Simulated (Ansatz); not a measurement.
# AlBrH₃NO: how energies converge with the basis set

Aim: see how fast density functionals converge with the basis set for AlBrH₃NO.

The runs use Ansatz 0.2.0, Gaussian basis; one geometry, several basis sets.

The runs, in order: PBE0-D4/def2-SVP; ωB97M-V/def2-SVP; PBE0-D4/def2-QZVPP; ωB97M-V/def2-QZVPP; the functionals' def2-TZVPP values are taken from earlier runs.

### 1 Structure used throughout

All runs share one geometry, relaxed beforehand with PBE0-D4 in a triple-zeta def2 set.

SMILES `[NH2][Al]([OH])[Br]`, 7 atoms, charge 0, spin multiplicity 1.

Atoms are counted from 1 here; the program's logs count them from 0.

Bond lengths: N1–Al2 1.755 Å, N1–H5 1.006 Å, N1–H6 1.007 Å, Al2–O3 1.686 Å, Al2–Br4 2.245 Å, O3–H7 0.955 Å. Angles: Al2–N1–H5 125.9°, Al2–N1–H6 123.4°, H5–N1–H6 110.7°, N1–Al2–O3 124.3°, N1–Al2–Br4 118.5°, O3–Al2–Br4 117.2°, Al2–O3–H7 124.7°.

### 2 PBE0-D4 in def2-SVP

The input, in.yaml:

```yaml
crystal:
  periodic: [false, false, false]
  atoms:
    - {symbol: N, position_ang: [-0.466386, 1.129803, 0.094811]}
    - {symbol: Al, position_ang: [-0.099936, -0.565625, -0.175130]}
    - {symbol: O, position_ang: [1.383817, -1.285151, 0.176417]}
    - {symbol: Br, position_ang: [-1.697830, -1.880318, -1.044946]}
    - {symbol: H, position_ang: [0.163190, 1.815363, 0.476889]}
    - {symbol: H, position_ang: [-1.357532, 1.545641, -0.120134]}
    - {symbol: H, position_ang: [2.135880, -0.827615, 0.546393]}
basis:
  gaussian: {orbitals: def2-SVP}
hamiltonian: {xc: pbe0, dispersion: d4}
output: {orbitals: {seedname: orbitals}}
```

After this run come: ωB97M-V in def2-SVP; PBE0-D4 in def2-QZVPP; ωB97M-V in def2-QZVPP.

**Question.** What will the summary of the whole plan be? Wanted: PBE0-D4: double and triple zeta above quadruple; ωB97M-V: double and triple zeta above quadruple.

As calculated:

| quantity | value |
| --- | --- |
| PBE0-D4: double and triple zeta above quadruple | 17.33, 1.87 eV |
| ωB97M-V: double and triple zeta above quadruple | 17.32, 1.80 eV |

**Reading.** For PBE0-D4 the step from double to triple zeta gains 15.46 eV and the next only 1.87 eV. Total energies overstate the basis error of differences, where much of it tends to cancel. The LUMO of ωB97M-V is positive and keeps falling with the basis (1.45 to 0.63 eV): an unbound level that the basis holds in place.
